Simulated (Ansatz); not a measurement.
Runs of Ansatz 0.2.0 on Ca3Lu. Symmetry: Pm-3m, No. 221, cubic system. Conventional cell: a = 5.362 Å, b = 5.362 Å, c = 5.362 Å, α = 90.00°, β = 90.00°, γ = 90.00°. Around Lu (site symmetry m-3m) lie 12 Ca at 3.79 Å. Ca (site symmetry 4/mmm) has 4 Lu at 3.79 Å and 8 Ca at 3.79 Å as nearest neighbours. The cell comes from a database or a generator and needn't be the stable form of this composition.

```tsv
level	gap on the mesh (eV)	pressure (GPa)	relaxed volume (Å³/atom)
PBE+D3(BJ)-ATM	none	0.0	36.84
PBE+D3(BJ)	none	0.0	36.69
PBE+D4	none	0.0	37.85
PBE	none	0.0	(a)
```

Alike in all rows: task relaxation of cell and atoms; potentials or basis Ansatz PAW; no spin polarisation; cell relaxed; k mesh 5 × 5 × 5; cutoff (eV) 420; smearing fermi-dirac 0.05 eV.

Q: Estimate the missing entries.

A: (a) 38.54.

Caveats: the plane-wave basis is chosen anew once the cell has moved, so the energies of steps on either side of that aren't comparable; pairwise dispersion overbinds metals, which lowers pressure and volume (some runs).

A k mesh can miss the band edges, and the runs leave out spin-orbit coupling on Lu.

A gap of «none» marks a metal or a gap under the smearing width.
